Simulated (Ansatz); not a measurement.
# CH₅ClGe: small, medium and large basis sets

How large a basis does CH₅ClGe need? Two functionals are run in growing sets.

Computed with Ansatz 0.2.0, Gaussian basis. Level: one geometry, several basis sets.

Plan: PBE0-D4/def2-SVP; ωB97M-V/def2-SVP; PBE0-D4/def2-QZVPP; ωB97M-V/def2-QZVPP; the functionals' def2-TZVPP values are taken from earlier runs.

**1. Structure used throughout**

An earlier PBE0-D4 in a triple-zeta def2 set relaxation fixed the geometry.

8 atoms, charge 0, spin multiplicity 1.

Atoms are counted from 1 here; the program's logs count them from 0.

Bond lengths: Cl1–C2 1.781 Å, C2–Ge3 1.966 Å, C2–H4 1.089 Å, C2–H5 1.089 Å, Ge3–H6 1.534 Å, Ge3–H7 1.534 Å, Ge3–H8 1.540 Å. Angles: Cl1–C2–Ge3 110.6°, Cl1–C2–H4 107.6°, Cl1–C2–H5 107.6°, Ge3–C2–H4 111.1°, Ge3–C2–H5 111.1°, H4–C2–H5 108.7°, C2–Ge3–H6 109.0°, C2–Ge3–H7 109.0°, C2–Ge3–H8 108.8°, H6–Ge3–H7 110.3°, H6–Ge3–H8 109.9°, H7–Ge3–H8 109.9°.

**2. PBE0-D4 in def2-SVP**

File in.yaml:

```yaml
crystal:
  periodic: [false, false, false]
  atoms:
    - {symbol: Cl, position_ang: [-2.198883, 0.330563, -0.379985]}
    - {symbol: C, position_ang: [-0.463809, 0.419203, -0.772490]}
    - {symbol: Ge, position_ang: [0.612070, -0.391004, 0.660306]}
    - {symbol: H, position_ang: [-0.312531, -0.100940, -1.717317]}
    - {symbol: H, position_ang: [-0.209398, 1.469641, -0.906612]}
    - {symbol: H, position_ang: [0.357079, 0.371364, 1.966755]}
    - {symbol: H, position_ang: [0.207443, -1.862423, 0.815885]}
    - {symbol: H, position_ang: [2.100230, -0.293501, 0.277659]}
basis:
  gaussian: {orbitals: def2-SVP}
hamiltonian: {xc: pbe0, dispersion: d4}
output: {orbitals: {seedname: orbitals}}
```

Command:

```
ansatz run in.yaml --threads 2 --pin off --events-out ev --progress --plain --max-ram 4352MiB
```

The runs that follow: ωB97M-V in def2-SVP; PBE0-D4 in def2-QZVPP; ωB97M-V in def2-QZVPP.

**Question.** What will the summary of the whole plan be? Wanted: PBE0-D4: double and triple zeta above quadruple; ωB97M-V: double and triple zeta above quadruple.

The runs gave:

```
                                       quantity           value
PBE0-D4: double and triple zeta above quadruple  14.39, 1.66 eV
ωB97M-V: double and triple zeta above quadruple  14.38, 1.63 eV
```

**Reading.** PBE0-D4 gains 12.73 eV from double to triple zeta, then 1.66 eV more. These are total energies; as a rule much of such shifts cancels in differences, which this series doesn't test. The LUMO of ωB97M-V is positive and keeps falling with the basis (2.50 to 1.42 eV): an unbound level that the basis holds in place.
